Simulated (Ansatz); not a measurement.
# AlBFH₄N: one species, many methods

An exercise on one series of results from a longer session: the logs are not shown, and one member is left open.

The runs use Ansatz 0.2.0, Gaussian basis; functionals in def2-TZVPP, the program's frozen cores in correlated methods.

Levels to be run: LDA (SPW92), PBE-D4, revPBE-D4, BLYP-D4, r2SCAN-D4, B97M-V, PBE0-D4, B3LYP-D4, r2SCANh-D4, r2SCAN0-D4, HSE06-D4, BHLYP-D4, CAM-B3LYP-D4, LC-ωPBE, ωB97X-V, ωB97M-V, B2PLYP, PBE-QIDH; CCSD(T)/def2-SVP; CCSD(T)/def2-TZVPP; MP2/def2-QZVPP; extrapolation to the limit; RPA on PBE.

## The relaxed structure

The geometry comes from an earlier relaxation with PBE0-D4 in a triple-zeta def2 set; it is a stationary point, not always the lowest conformer.

SMILES `[NH2][AlH][BH]F`, 8 atoms, charge 0, spin multiplicity 1.

Atoms are counted from 1 here; the program's logs count them from 0.

Bond lengths: N1–Al2 1.770 Å, N1–H5 1.008 Å, N1–H6 1.008 Å, Al2–B3 2.169 Å, Al2–H7 1.590 Å, B3–F4 1.330 Å, B3–H8 1.208 Å. Angles: Al2–N1–H5 125.6°, Al2–N1–H6 124.3°, H5–N1–H6 110.2°, N1–Al2–B3 116.8°, N1–Al2–H7 116.9°, B3–Al2–H7 126.3°, Al2–B3–F4 118.5°, Al2–B3–H8 127.4°, F4–B3–H8 114.1°.

The first run:

Input file in.yaml:

```yaml
crystal:
  periodic: [false, false, false]
  atoms:
    - {symbol: N, position_ang: [-1.034906, 1.237962, 0.178051]}
    - {symbol: Al, position_ang: [0.358392, 0.247183, 0.637004]}
    - {symbol: B, position_ang: [0.824043, -1.438581, -0.645947]}
    - {symbol: F, position_ang: [0.022085, -1.693008, -1.675482]}
    - {symbol: H, position_ang: [-1.365507, 2.050082, 0.674377]}
    - {symbol: H, position_ang: [-1.614466, 1.063463, -0.627727]}
    - {symbol: H, position_ang: [1.149375, 0.679517, 1.946212]}
    - {symbol: H, position_ang: [1.753185, -2.203819, -0.542388]}
basis:
  gaussian: {orbitals: def2-TZVPP}
hamiltonian: {xc: lda}
output: {orbitals: {seedname: orbitals}}
```

Steps of the session up to this table: LDA; PBE-D4 (GGA); revPBE-D4 (GGA); BLYP-D4 (GGA); r2SCAN-D4 (meta-GGA); B97M-V (meta-GGA); PBE0-D4 (hybrid); B3LYP-D4 (hybrid); r2SCANh-D4 (hybrid); r2SCAN0-D4 (hybrid); HSE06-D4 (hybrid); BHLYP-D4 (hybrid); CAM-B3LYP-D4 (range-separated); LC-ωPBE (range-separated); ωB97X-V (range-separated); ωB97M-V (range-separated); B2PLYP (double hybrid); PBE-QIDH (double hybrid).

One of the session's tables, all rows but one given; the rest of the session is left out.

It belongs to the step «Frontier levels by functional». 

| functional | HOMO (eV) | LUMO (eV) | gap (eV) |
| --- | --- | --- | --- |
| LDA (SPW92) | -6.02 | -3.21 | 2.81 |
| PBE-D4 | -5.94 | -2.97 | 2.97 |
| revPBE-D4 | -5.90 | -2.87 | 3.03 |
| BLYP-D4 | -5.85 | -2.81 | 3.04 |
| r2SCAN-D4 | -6.19 | -2.74 | 3.45 |
| B97M-V | -6.24 | -2.91 | 3.32 |
| PBE0-D4 | -7.21 | -2.10 | 5.11 |
| B3LYP-D4 | -7.03 | -2.29 | 4.74 |
| r2SCANh-D4 | -6.66 | -2.43 | 4.23 |
| r2SCAN0-D4 | -7.37 | -1.97 | 5.40 |
| HSE06-D4 | -6.81 | -2.48 | 4.33 |
| BHLYP-D4 | -8.42 | -1.18 | 7.24 |
| CAM-B3LYP-D4 | -8.60 | -1.03 | 7.57 |
| LC-ωPBE | -9.91 | 0.10 | 10.01 |
| ωB97X-V | -9.58 | 0.00 | 9.58 |
| ωB97M-V | ? | ? | ? |

Q: Estimate the row for ωB97M-V from the others.

The run gave: HOMO (eV): -9.36; LUMO (eV): -0.21; gap (eV): 9.15. In the column «HOMO (eV)» it lies between ωB97X-V (-9.58) and CAM-B3LYP-D4 (-8.60).
